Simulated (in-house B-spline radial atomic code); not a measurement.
**Ce¹²⁺: density, ELF and screening along the radius**

Aim: the shell structure of Ce¹²⁺ in the radial density, the electron localisation function and the screened nuclear charge, under several settings.

Program: in-house B-spline radial atomic code version 1. Level of theory: several methods, spin-polarised, as named in each step; spherical all-electron atom at the radial basis limit. These are calculated values, not measurements, unless marked.

### 1 Starting point

* element: cerium (Z = 58)
* charge: +12
* electrons: 46
* configuration: [Kr] 4d10
* nucleus: point (non-relativistic runs) or finite (X2C runs)

The outer shells:

[Kr] 4d10
```
[Kr] core
4d [↑↓][↑↓][↑↓][↑↓][↑↓]
```

Where spins are not typed, each open shell is filled with up spins first.

### 2 PBEsol, non-rel.

Settings of the run:

```ini
Z = 58
electrons = 46.0
configuration = [Kr] 4d10
hamiltonian = nr
method = pbesol
spin_polarised = True
```

Started as:

```console
$ python run_scf.py task.json out
```

The settings of every run stand in task.json; they run in order.

The program writes no log. Results of the run, from its result record (rounded, main fields):

```text
{
  "status": "converged",
  "scf [iteration, energy, orbital gradient]": [
    [1, -8492.14274551, 1.71],
    [2, -8518.77549291, 0.821],
    [3, -8527.3055773, 0.223],
    [4, -8527.9495933, 0.0606],
    [5, -8527.98100765, 0.0292],
    [6, -8527.99283737, 0.00243],
    [7, -8527.9928825, 4.54e-05],
    [8, -8527.99288252, 1.35e-06],
    [9, -8527.99288252, 4.26e-08]
  ],
  "energy [hartree]": {"total": -8527.99288252, "kinetic": 8525.28788275, "nuclear": -19854.2611952, "coulomb": 2993.81909275, "xc": -192.838662805},
  "orbitals [hartree, bohr; up spins, the down spins are equal]": [
    ["name", "occ", "eps", "<r>", "<r^2>", "<1/r>", "r_max", "density_at_nucleus", "spin_orbit_zeta"],
    ["1s up", 1.0, -1414.2297, 0.026189, 0.00091704, 57.448, 0.017355, 60950.0, "-"],
    ["2s up", 1.0, -226.01899, 0.11214, 0.014756, 13.265, 0.095482, 6482.3, "-"],
    ["2p up", 3.0, -214.19834, 0.095289, 0.011024, 13.286, 0.074466, "-", 9.7205],
    ["3s up", 1.0, -54.255854, 0.29338, 0.098108, 4.9238, 0.2689, 1324.0, "-"],
    ["3p up", 3.0, -49.143508, 0.2832, 0.09276, 4.8573, 0.25569, "-", 1.8935],
    ["3d up", 5.0, -39.613739, 0.25399, 0.075884, 4.7403, 0.20608, "-", 0.27391],
    ["4s up", 1.0, -16.378884, 0.65941, 0.4891, 2.1093, 0.61813, 313.59, "-"],
    ["4p up", 3.0, -14.449817, 0.67606, 0.51753, 2.0235, 0.62712, "-", 0.42178],
    ["4d up", 5.0, -11.045998, 0.71417, 0.58607, 1.8421, 0.64206, "-", 0.051816]
  ],
  "sum_r [bohr^k]": {"-1": 342.3148, "1": 18.19113, "2": 11.55318},
  "density_at_nucleus [bohr^-3]": 138140.1,
  "spin_density_at_nucleus [bohr^-3]": 0.0,
  "mass_velocity [hartree]": -934.2056,
  "darwin [hartree]": 670.1903,
  "radius_at_0.001 [bohr]": 1.89,
  "radius_enclosing_fraction [bohr]": {"0.5": 0.2959, "0.9": 0.8406, "0.99": 1.251},
  "slater [hartree]": {
    "F0(4p up,4p up)": 1.3273,
    "F2(4p up,4p up)": 0.69984,
    "F0(4p up,4p down)": 1.3273,
    "F2(4p up,4p down)": 0.69984,
    "F0(4p up,4d up)": 1.2909,
    "F2(4p up,4d up)": 0.66835,
    "G1(4p up,4d up)": 0.84628,
    "G3(4p up,4d up)": 0.53329,
    "F0(4p up,4d down)": 1.2909,
    "F2(4p up,4d down)": 0.66835,
    "F0(4p down,4p down)": 1.3273,
    "F2(4p down,4p down)": 0.69984,
    "F0(4p down,4d up)": 1.2909,
    "F2(4p down,4d up)": 0.66835,
    "F0(4p down,4d down)": 1.2909,
    "F2(4p down,4d down)": 0.66835,
    "G1(4p down,4d down)": 0.84628,
    "G3(4p down,4d down)": 0.53329,
    "F0(4d up,4d up)": 1.2586,
    "F2(4d up,4d up)": 0.64594,
    "F4(4d up,4d up)": 0.43449,
    "F0(4d up,4d down)": 1.2586,
    "F2(4d up,4d down)": 0.64594,
    "F4(4d up,4d down)": 0.43449,
    "F0(4d down,4d down)": 1.2586,
    "F2(4d down,4d down)": 0.64594,
    "F4(4d down,4d down)": 0.43449
  }
}
```

Run time: 0.16 s. Hardware: 1 thread, shared host.

radius_at_0.001 is where the density falls to 0.001 electrons per bohr³.

Fields along the radius, from the same record (one point in 2):

| r (bohr) | 4πr²n (1/bohr) | ELF | screened charge r·V (e) | reduced gradient s |
| --- | --- | --- | --- | --- |
| 0.00334 | 13.15 | 0.9991 | 56.87 | 0.4120 |
| 0.00487 | 23.42 | 0.9986 | 56.36 | 0.4361 |
| 0.00711 | 38.55 | 0.9971 | 55.64 | 0.4731 |
| 0.0104 | 56.61 | 0.9918 | 54.62 | 0.5298 |
| 0.0151 | 70.51 | 0.9663 | 53.28 | 0.6106 |
| 0.0221 | 72.51 | 0.8052 | 51.46 | 0.6980 |
| 0.0323 | 65.86 | 0.3967 | 49.09 | 0.6332 |
| 0.0471 | 72.24 | 0.3843 | 46.02 | 0.3321 |
| 0.0688 | 94.24 | 0.6968 | 42.13 | 0.3094 |
| 0.100 | 91.61 | 0.6395 | 37.63 | 0.4668 |
| 0.147 | 74.28 | 0.3497 | 32.44 | 0.3412 |
| 0.214 | 84.41 | 0.6767 | 27.01 | 0.2757 |
| 0.312 | 56.20 | 0.6176 | 22.03 | 0.6178 |
| 0.456 | 29.84 | 0.2418 | 17.72 | 0.2715 |
| 0.665 | 34.28 | 0.7964 | 14.07 | 0.3671 |
| 0.971 | 12.74 | 0.6257 | 12.32 | 1.060 |
| 1.42 | 1.021 | 0.06419 | 12.01 | 3.621 |
| 2.07 | 0.01249 | 0.0002536 | 12.00 | 21.44 |

### 3 TPSS, non-rel.

Settings of the run:

```ini
Z = 58
electrons = 46.0
configuration = [Kr] 4d10
hamiltonian = nr
method = tpss,tpss
spin_polarised = True
```

Main fields:

```text
{
  "status": "converged",
  "iterations": 8,
  "energy [hartree]": {"total": -8531.28749555, "kinetic": 8528.84657055, "nuclear": -19857.6031483, "coulomb": 2993.63024651, "xc": -196.161164312},
  "orbitals [hartree, bohr; up spins, the down spins are equal]": [
    ["name", "occ", "eps", "<r>"],
    ["1s up", 1.0, -1416.0542, 0.026173],
    ["2s up", 1.0, -226.282, 0.11206],
    ["2p up", 3.0, -214.31908, 0.095272],
    ["3s up", 1.0, -54.388309, 0.29291],
    ["3p up", 3.0, -49.21653, 0.28296],
    ["3d up", 5.0, -39.625654, 0.25398],
    ["4s up", 1.0, -16.446626, 0.6593],
    ["4p up", 3.0, -14.491223, 0.67617],
    ["4d up", 5.0, -11.053244, 0.71449]
  ],
  "sum_r [bohr^k]": {"-1": 342.3725, "1": 18.19205, "2": 11.55255}
}
```

Wall time 0.26 s (1 thread, shared host).

Meta-GGA runs start from a PBE run whose iterations are not counted.

Fields along the radius, from the same record (one point in 4):

| r (bohr) | 4πr²n (1/bohr) | ELF | screened charge r·V (e) | reduced gradient s |
| --- | --- | --- | --- | --- |
| 0.00334 | 13.16 | 0.9991 | 56.87 | 0.4118 |
| 0.00711 | 38.59 | 0.9971 | 55.64 | 0.4730 |
| 0.0151 | 70.56 | 0.9664 | 53.28 | 0.6107 |
| 0.0323 | 65.83 | 0.3960 | 49.09 | 0.6337 |
| 0.0688 | 94.31 | 0.6975 | 42.13 | 0.3093 |
| 0.147 | 74.17 | 0.3484 | 32.44 | 0.3407 |
| 0.312 | 56.17 | 0.6189 | 22.04 | 0.6195 |
| 0.665 | 34.35 | 0.7973 | 14.07 | 0.3682 |
| 1.42 | 1.016 | 0.06343 | 12.01 | 3.629 |

### 4 LDA (VWN5), X2C

Settings of the run:

```ini
Z = 58
electrons = 46.0
configuration = [Kr] 4d10
hamiltonian = x2c
method = lda,vwn
spin_polarised = True
nucleus = fermi
rms_radius = 4.8771
mass_number = 140
atomic_mass = 139.905448433
speed_of_light = 137.035999084
```

Main fields:

```text
{
  "status": "converged",
  "iterations": 9,
  "energy [hartree]": {"total": -8813.46273803, "kinetic": 9456.89573585, "nuclear": -21139.5915703, "coulomb": 3067.29693403, "xc": -198.063837579},
  "orbitals [hartree, bohr; up spins, the down spins are equal]": [
    ["name", "occ", "eps", "<r>"],
    ["1s up", 1.0, -1482.2918, 0.023936],
    ["2s up", 1.0, -243.53422, 0.10471],
    ["2p up", 3.0, -219.27339, 0.092025],
    ["3s up", 1.0, -58.139111, 0.27856],
    ["3p up", 3.0, -50.389941, 0.27634],
    ["3d up", 5.0, -39.22023, 0.25347],
    ["4s up", 1.0, -17.311627, 0.63071],
    ["4p up", 3.0, -14.737536, 0.66349],
    ["4d up", 5.0, -10.979854, 0.71625]
  ],
  "sum_r [bohr^k]": {"-1": 372.9036, "1": 17.96423, "2": 11.35152}
}
```

Run time: 0.24 s. Hardware: 1 thread, shared host.

The record's radial tables, every 4th point:

| r (bohr) | 4πr²n (1/bohr) | ELF | screened charge r·V (e) | reduced gradient s |
| --- | --- | --- | --- | --- |
| 0.00334 | 23.03 | 0.9992 | 56.78 | 0.6453 |
| 0.00711 | 52.57 | 0.9966 | 55.48 | 0.5919 |
| 0.0152 | 77.12 | 0.9461 | 53.04 | 0.6858 |
| 0.0323 | 66.34 | 0.3402 | 48.84 | 0.5916 |
| 0.0689 | 98.64 | 0.7324 | 41.83 | 0.3399 |
| 0.147 | 73.65 | 0.3444 | 32.21 | 0.3086 |
| 0.313 | 54.09 | 0.5779 | 21.85 | 0.6391 |
| 0.667 | 33.82 | 0.7951 | 13.99 | 0.3882 |
| 1.42 | 1.010 | 0.05866 | 12.01 | 3.607 |

### 5 PBE, X2C

The settings differ from step 4 so:

```diff
@@ -4,3 +4,3 @@
 hamiltonian = x2c
-method = lda,vwn
+method = pbe,pbe
 spin_polarised = True
```

Main fields:

```text
{
  "status": "converged",
  "iterations": 9,
  "energy [hartree]": {"total": -8820.57150284, "kinetic": 9467.84023838, "nuclear": -21151.2020934, "coulomb": 3068.05484366, "xc": -205.264491445},
  "orbitals [hartree, bohr; up spins, the down spins are equal]": [
    ["name", "occ", "eps", "<r>"],
    ["1s up", 1.0, -1483.9245, 0.023914],
    ["2s up", 1.0, -243.74804, 0.10462],
    ["2p up", 3.0, -219.33105, 0.091994],
    ["3s up", 1.0, -58.19562, 0.27815],
    ["3p up", 3.0, -50.400709, 0.27605],
    ["3d up", 5.0, -39.206465, 0.25332],
    ["4s up", 1.0, -17.33325, 0.63054],
    ["4p up", 3.0, -14.747904, 0.66333],
    ["4d up", 5.0, -10.976986, 0.71622]
  ],
  "sum_r [bohr^k]": {"-1": 373.1273, "1": 17.95814, "2": 11.34106}
}
```

Wall time 0.24 s (1 thread, shared host).

The record's radial tables, every 4th point:

| r (bohr) | 4πr²n (1/bohr) | ELF | screened charge r·V (e) | reduced gradient s |
| --- | --- | --- | --- | --- |
| 0.00334 | 23.09 | 0.9992 | 56.78 | 0.6456 |
| 0.00711 | 52.68 | 0.9966 | 55.48 | 0.5922 |
| 0.0152 | 77.18 | 0.9460 | 53.04 | 0.6863 |
| 0.0323 | 66.31 | 0.3394 | 48.83 | 0.5917 |
| 0.0689 | 98.72 | 0.7330 | 41.83 | 0.3400 |
| 0.147 | 73.57 | 0.3437 | 32.21 | 0.3080 |
| 0.313 | 54.06 | 0.5784 | 21.85 | 0.6413 |
| 0.667 | 33.95 | 0.7960 | 13.99 | 0.3874 |
| 1.42 | 1.004 | 0.05809 | 12.01 | 3.597 |

### 6 Results

| run | total energy (hartree) | highest level (eV) | radius holding 50 / 90 / 99 % (bohr) | radius at n = 0.001 (bohr) | ELF minima on the full grid (bohr) |
| --- | --- | --- | --- | --- | --- |
| PBEsol, non-rel. | -8527.9929 | -300.58 | 0.296 / 0.841 / 1.25 | 1.89 | 0.039, 0.15, 0.46 |
| TPSS, non-rel. | -8531.2875 | -300.77 | 0.296 / 0.841 / 1.25 | 1.89 | 0.039, 0.15, 0.46 |
| LDA (VWN5), X2C | -8813.4627 | -298.78 | 0.291 / 0.834 / 1.25 | 1.89 | 0.039, 0.15, 0.38 |
| PBE, X2C | -8820.5715 | -298.70 | 0.291 / 0.833 / 1.25 | 1.89 | 0.039, 0.15, 0.38 |

What this shows: In the first run ELF has 3 minima on the grid, which mark the borders between shells. On the record's full grid the screened charge (r times the electrostatic potential) falls from 57.9 near the nucleus to 12.00 at 2.5 bohr; far out it tends to the net charge, 12. The grid is coarse (about 21 % a step), so the places of minima are rough. For X2C runs ELF uses the non-relativistic kinetic energy density, and the fields carry no picture-change correction.
